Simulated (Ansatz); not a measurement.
# GeH₇NSi: a ladder of functionals and wavefunction methods

An exercise on one series of results from a longer session: the logs are not shown, and one member is left open.

Program: Ansatz 0.2.0, Gaussian basis. Level of theory: functionals in def2-TZVPP, the program's frozen cores in correlated methods. These are calculated values, not measurements.

The runs, in order: LDA (SPW92), PBE-D4, revPBE-D4, BLYP-D4, r2SCAN-D4, B97M-V, PBE0-D4, B3LYP-D4, r2SCANh-D4, r2SCAN0-D4, HSE06-D4, BHLYP-D4, CAM-B3LYP-D4, LC-ωPBE, ωB97X-V, ωB97M-V, B2PLYP, PBE-QIDH; CCSD(T)/def2-SVP; CCSD(T)/def2-TZVPP; CCSD(T)/def2-QZVPP; extrapolation to the limit; RPA on PBE.

1 further run of the same task is left out (it didn't finish).

### Structure used throughout

All runs share one geometry, relaxed beforehand with PBE0-D4 in a triple-zeta def2 set.

SMILES `[SiH3][NH][GeH3]`, 10 atoms, charge 0, spin multiplicity 1.

Atoms are counted from 1 here; the program's logs count them from 0.

Bond lengths: Si1–N2 1.718 Å, Si1–H4 1.486 Å, Si1–H5 1.489 Å, Si1–H6 1.492 Å, N2–Ge3 1.839 Å, N2–H7 1.009 Å, Ge3–H8 1.534 Å, Ge3–H9 1.543 Å, Ge3–H10 1.538 Å. Angles: N2–Si1–H4 107.3°, N2–Si1–H5 110.3°, N2–Si1–H6 114.2°, H4–Si1–H5 110.0°, H4–Si1–H6 107.9°, H5–Si1–H6 107.0°, Si1–N2–Ge3 127.5°, Si1–N2–H7 117.0°, Ge3–N2–H7 114.2°, N2–Ge3–H8 106.7°, N2–Ge3–H9 111.7°, N2–Ge3–H10 108.4°, H8–Ge3–H9 109.9°, H8–Ge3–H10 111.3°, H9–Ge3–H10 108.9°.

The first run:

The input, in.yaml:

```yaml
crystal:
  periodic: [false, false, false]
  atoms:
    - {symbol: Si, position_ang: [-1.146787, 0.522250, -0.945597]}
    - {symbol: N, position_ang: [0.461357, 0.319059, -0.375660]}
    - {symbol: Ge, position_ang: [1.020062, -0.675791, 1.066217]}
    - {symbol: H, position_ang: [-1.923733, -0.668457, -0.512929]}
    - {symbol: H, position_ang: [-1.160247, 0.627163, -2.430535]}
    - {symbol: H, position_ang: [-1.835465, 1.735844, -0.416073]}
    - {symbol: H, position_ang: [1.159104, 0.952931, -0.736542]}
    - {symbol: H, position_ang: [-0.018890, -1.787371, 1.262444]}
    - {symbol: H, position_ang: [1.119882, 0.180441, 2.345620]}
    - {symbol: H, position_ang: [2.407818, -1.257169, 0.745853]}
basis:
  gaussian: {orbitals: def2-TZVPP}
hamiltonian: {xc: lda}
output: {orbitals: {seedname: orbitals}}
```

Launch:

```bash
$ ansatz run in.yaml --threads 2 --pin off --events-out ev --progress --plain --max-ram 32768MiB --backend cpu
```

Among the steps run: LDA; PBE-D4 (GGA); revPBE-D4 (GGA); BLYP-D4 (GGA); r2SCAN-D4 (meta-GGA); B97M-V (meta-GGA); PBE0-D4 (hybrid); B3LYP-D4 (hybrid); r2SCANh-D4 (hybrid); r2SCAN0-D4 (hybrid); HSE06-D4 (hybrid); BHLYP-D4 (hybrid); CAM-B3LYP-D4 (range-separated); LC-ωPBE (range-separated); ωB97X-V (range-separated); ωB97M-V (range-separated); B2PLYP (double hybrid); PBE-QIDH (double hybrid).

One table of the session follows, with a row left open; its other results are not shown here.

It belongs to the step «Orbital energies across the functionals». 

| functional | HOMO (eV) | gap (eV) |
| --- | --- | --- |
| LDA (SPW92) | -6.03 | 4.94 |
| PBE-D4 | -5.94 | 5.10 |
| revPBE-D4 | -5.90 | 5.17 |
| BLYP-D4 | -5.82 | 5.09 |
| r2SCAN-D4 | -6.24 | 5.79 |
| B97M-V | -6.41 | 5.69 |
| PBE0-D4 | -7.28 | 7.27 |
| B3LYP-D4 | ? | ? |
| r2SCANh-D4 | -6.73 | 6.56 |
| r2SCAN0-D4 | -7.48 | 7.72 |
| HSE06-D4 | -6.88 | 6.50 |
| BHLYP-D4 | -8.54 | 9.34 |
| CAM-B3LYP-D4 | -8.65 | 9.58 |
| LC-ωPBE | -10.01 | 12.16 |
| ωB97X-V | -9.67 | 11.63 |
| ωB97M-V | -9.56 | 11.19 |

**Question.** Estimate the row for B3LYP-D4.

Worked estimate for «HOMO (eV)». Against the share of exact exchange, BLYP-D4 (0, -5.82), BHLYP-D4 (0.5, -8.54) give a slope of -5.44 per unit share; at 0.2 the line stands at -6.91.

As computed: HOMO (eV): -7.05; gap (eV): 6.81. In «HOMO (eV)» the line misses by +0.14.
